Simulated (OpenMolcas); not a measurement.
**Cu²⁺ in KCdF3: CASSCF and CASPT2 levels and susceptibility**

Which state of Cu²⁺ lies lowest among these ligands, how large is the field, and what χT follows?

The numbers are computed with OpenMolcas 26.06 (state-averaged CASSCF and CASPT2, spin-orbit coupling by RASSI with atomic mean-field integrals), except any that are marked as measured or tabulated.

### 1 Starting point

| Item | Value |
| --- | --- |
| Species | Cu²⁺ (copper, Z = 29, 27 electrons) |
| Basis | ANO-RCC-VDZP [5s4p2d1f], 142 functions with the ligands |
| Scalar Hamiltonian | DKH2, point nucleus |
| Inactive shells | 1s 2s 2p 3s 3p of the metal, and all ligand shells |
| Active space | 9 electrons in 5 orbitals (3d) |
| Some configurations of this space | 3d9 |
| Orbitals | optimised for each spin and parity, averaged over all roots |

Outer shells as boxes (Hund's rule):

3d9
```
3d [↑↓][↑↓][↑↓][↑↓][↑ ]
```

Cu²⁺ is taken with its 6 nearest fluoride ions at 2.033 Å, on the cation site of KCdF3 (a = 4.302 Å). The rest of the host is ab initio model potentials to 7.6 Å, with orthogonalisation functions on the cations behind the ligands, and point charges beyond; the distance is set by hand, nothing relaxes, and no local charge compensation is placed. Ligand basis ANO-RCC-VDZP.

```xyz
15

Cu    0.0000    0.0000    0.0000
F     2.0330    0.0000    0.0000
F     0.0000    2.0330    0.0000
F    -2.0330    0.0000    0.0000
F     0.0000   -2.0330    0.0000
F     0.0000    0.0000    2.0330
F     0.0000    0.0000   -2.0330
K     2.1510   -2.1510   -2.1510
K    -2.1510    2.1510    2.1510
K     2.1510   -2.1510    2.1510
K    -2.1510    2.1510   -2.1510
K     2.1510    2.1510   -2.1510
K    -2.1510   -2.1510    2.1510
K     2.1510    2.1510    2.1510
K    -2.1510   -2.1510   -2.1510
```

Each step is its own input file, run in one work folder so that later steps find the files of earlier ones. Labels, J, g values, rates, χT and fits are worked out afterwards by a script from the matrices that RASSI stores.

### 2 One- and two-electron integrals

Contents of a.inp:

```
&GATEWAY
Basis set
Cu.ANO-RCC-VDZP.
Cu1 0.0 0.0 0.0 Angstrom
End of basis
Basis set
F.ANO-RCC-VDZP.
L1 2.033000 0.000000 0.000000 Angstrom
L2 0.000000 2.033000 0.000000 Angstrom
L3 0.000000 0.000000 2.033000 Angstrom
End of basis
Basis set
Cd.EMB-AIMP.Lopez-Moraza.11s7p.1s1p.ECP.KCdF3.
PseudoCharge
* 3 symmetry-unique lattice sites within 7.6 angstrom
End of basis
Basis set
K.EMB-AIMP.Lopez-Moraza.0s.0s.ECP.KCdF3.
PseudoCharge
* 16 symmetry-unique lattice sites within 7.6 angstrom
End of basis
Basis set
Cd.EMB-AIMP.Lopez-Moraza.0s.0s.ECP.KCdF3.
PseudoCharge
* 10 symmetry-unique lattice sites within 7.6 angstrom
End of basis
Basis set
F.EMB-AIMP.Lopez-Moraza.0s.0s.ECP.KCdF3.
PseudoCharge
* 27 symmetry-unique lattice sites within 7.6 angstrom
End of basis
Symmetry
XYZ
AngMom=0.0 0.0 0.0
AMFI
RICD
XField
1533 Angstrom 0
* Evjen-weighted lattice charges
&SEWARD
```

Run with:

```bash
> OMP_NUM_THREADS=1 MOLCAS_MEM=2457 MOLCAS_PROJECT=a pymolcas a.inp > a.log
```

### 3 CASSCF: doublets, 5 roots

Contents of a.inp:

```
&RASSCF
FileOrb=start.orb
Symmetry=1
Spin=2
nActEl=9 0 0
Inactive=18 21
Ras2=5 0
CIRoot=5 5 1
SDav=5
CIMx=300
Iter=150 100
PrWF=0.3
OrbListing=Nothing
MaxOrb=1
LevShft=1.0
>>> COPY $Project.JobIph JOB001
```

start.orb holds start orbitals that the driver prepared beforehand, or those of the step before.

### 4 RASSI: spin-orbit coupling between the states

Contents of a.inp:

```
&RASSI
NrOfJobIphs=1 5
1 2 3 4 5
IphNames
JOB001
EJob
SpinOrbit
DIPRint=1.0
SOCoupling=1000.0
Subsets=2
Property=9
'ANGMOM' 1 'ANGMOM' 2 'ANGMOM' 3 'MLTPL  1' 1 'MLTPL  1' 2 'MLTPL  1' 3
'AMFI' 1 'AMFI' 2 'AMFI' 3
SOProperty=3
'ANGMOM' 1 'ANGMOM' 2 'ANGMOM' 3
```

### 5 CASPT2: IPEA 0.25, imaginary shift 0.1 (closed shells correlated: 3s 3p of the metal, with ligand shells; the Frozen line counts the rest)

Contents of a.inp:

```
>>> COPY JOB001 $Project.JobIph
&CASPT2
Multistate=5 1 2 3 4 5
NoMult
Frozen=5 6
IPEA=0.25
Imaginary=0.1
MaxIter=60
WThr=0.0 0.3 0.05
PrWF=0.5
NoMix
```

(Steps that only read results are left out.)

Before running it: what results should come out? Wanted: spin-free ground state; first state of the same spin within the active space; lowest level; next level.

As calculated:

| quantity | value |
| --- | --- |
| method | SS-CASPT2, IPEA 0.25, imaginary shift 0.1 (closed shells correlated: 3s 3p of the metal, with ligand shells; the Frozen line counts the rest) |
| spin-free ground state | 2E, 2-fold in its orbital part |
| first state of the same spin within the active space | 2T2 at 7370 cm⁻¹ |
| lowest level | 4-fold Γ8 |
| next level | 6677.9 cm⁻¹ |
| χT at 300 K | 0.58 cm³ K/mol |
| effective moment at 300 K | 2.15 μB |

Cost by method:

```tsv
method	time of its own steps	time with the reference
A. CASSCF	8.4 s	8.4 s
B. SS-CASPT2, IPEA 0.25, imaginary shift 0.1, +3s 3p	21 s	30 s
```

Times are of one thread on a shared host.

The spin-free ground state (2E) comes to 100 % from free-ion D terms and keeps the highest spin of the shell. χT at 300 K is 0.58, against 0.38 cm³ K/mol for the spin alone, so orbital moment adds to it. A ligand-field fit to the states below 45000 cm-1 gives 10Dq = 7369 cm-1, the gap between the two states. CASPT2 does not keep the components of a term degenerate, and the means are used. An orbital doublet at a regular site is open to a Jahn-Teller distortion, which this geometry leaves out. With one d shell, CASPT2 may overshoot the field of a late 3d ion.
